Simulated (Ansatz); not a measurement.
**Al: symmetry broken, then relaxed**

Aim: for Al, break the symmetry and see whether a relaxation comes back.

Computed with Ansatz 0.2.0 (DFT r2SCAN, scalar-relativistic, plane waves, PAW, unless a step's input says otherwise).

2 further runs of the same task are left out: 2 set aside as unsound or not needed.

## 1. The structure to begin with

Symmetry: Im-3m, No. 229, cubic system. The conventional cell has a = 3.189 Å, b = 3.189 Å, c = 3.189 Å, α = 90.00°, β = 90.00°, γ = 90.00°. Al (site symmetry m-3m) is surrounded by 8 Al at 2.76 Å.

As a file:

```xyz
2
Lattice="0.0000 -3.1887 0.0000 -3.1887 0.0000 0.0000 0.0000 0.0000 -3.1887" Properties=species:S:1:pos:R:3 pbc="T T T"
Al   -1.5944   -1.5944   -1.5944
Al    0.0000    0.0000    0.0000
```

It goes back to an entry of the Materials Project, which need not be the stable form.

It is built from the cell relaxed beforehand with the same method (16.21 Å³/atom).

## 2. Zero of the scan

Input file input.yaml:

```yaml
crystal:
  lattice:
    - [0.0, -3.1887371512, 0.0]
    - [-3.1887371512, 0.0, 0.0]
    - [0.0, 0.0, -3.1887371512]
  atoms:
    - { symbol: Al, position: [0.5, 0.5, 0.5] }
    - { symbol: Al, position: [0.0, 0.0, 0.0] }
basis:
  ecutwfc: 500
kpoints:
  mp_grid: { grid: [10, 10, 10] }
hamiltonian:
  xc: r2scan
scf:
  occupations: { method: gaussian, width: 0.15 }
output:
  forces: true
  stress: true
  eigenvalues: true
  write_density: true
  write_potential: true
  elf: true
  volumetric_format: npy
```

Launch:

```sh
> ansatz run input.yaml --threads 1 --pin off --max-ram 2560MiB --backend cpu --events-out ev --progress --plain --runs-dir out
```

Further runs follow: single point of the disturbed structure; relaxation of the disturbed structure.

Q: Predict the outcome of this session. Wanted: end of the relaxation, from the reference; final space group.

**Answer**, as computed:

| quantity | value |
| --- | --- |
| cost of the disturbance | 3468.3 meV/atom |
| end of the relaxation, from the reference | +0.0 meV/atom |
| final space group | Im-3m (tolerance 0.05 Å; reference Im-3m) |

It comes back to the reference (within 1.5 meV/atom), so the structure resists this disturbance. Where forces pass 15 eV/Å atoms stand far too close, the PAW spheres overlap strongly and those numbers are rough.
